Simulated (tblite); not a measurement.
# C6H15BSi: the cost of one run

The runs use tblite 0.8.0 and PySCF 2.14.0, with density-fitted response routines of our own; the level of theory stands in each step. All values are computed, except where a source is named. Atoms count from 0, in the outputs and in this text.

### Step 1. The molecule as given

23 atoms, charge 0, multiplicity 1; geometry from: force field or distance geometry start.

Bonds of the start (Å): C0–B1 1.61, B1–C2 1.57, B1–C3 1.57, C3–C4 1.48, C4–Si5 1.86, Si5–C6 1.86, C6–C7 1.52, C6–C3 1.51, C0–H8 1.11, C0–H9 1.12, C0–H10 1.09, C2–H11 1.12, C2–H12 1.10, C2–H13 1.12, C3–H14 1.12, C4–H15 1.09, C4–H16 1.12, Si5–H17 1.46, Si5–H18 1.47, C6–H19 1.12, C7–H20 1.11, C7–H21 1.12, C7–H22 1.11.

### Step 2. Relaxing the molecule with GFN2-xTB

Job settings and geometry (Å):

```
{"job": {"kind": "relax", "xc": "GFN2-xTB", "basis": "xTB"}, "charge": 0, "multiplicity": 1}
C      2.134200    -0.799800     1.177700
B      1.400300    -0.207100    -0.131500
C      2.123700     1.021200    -0.784800
C     -0.118900    -0.569600    -0.281600
C     -0.756100    -0.343400    -1.597500
Si    -1.845300     1.020700    -0.956900
C     -1.017500     0.311300     0.545600
C     -2.016300    -0.536300     1.318000
H      1.519200    -1.629100     1.592600
H      2.135200     0.038400     1.926100
H      3.153800    -1.090900     0.929600
H      2.233600     1.855600    -0.049900
H      1.647700     1.363900    -1.716300
H      3.161300     0.689700    -1.025700
H     -0.258100    -1.638300     0.032700
H     -0.105700    -0.066300    -2.430600
H     -1.396500    -1.216700    -1.865400
H     -1.411400     2.355300    -1.343500
H     -3.288300     0.770400    -1.018400
H     -0.442000     1.028800     1.183500
H     -1.827000    -0.527700     2.408900
H     -3.054000    -0.198700     1.088500
H     -1.976700    -1.604400     1.008800
```

Started as:

```console
$ OMP_NUM_THREADS=1 python probes_run.py task.json out
```

The driver reads the jobs from task.json and runs them one after another.

**Question.** How long does this first job take on 1 thread of Intel Xeon at 2.50GHz, shared host, and how much memory does it need?

About 3.8 s, with a peak of 0.18 GiB.
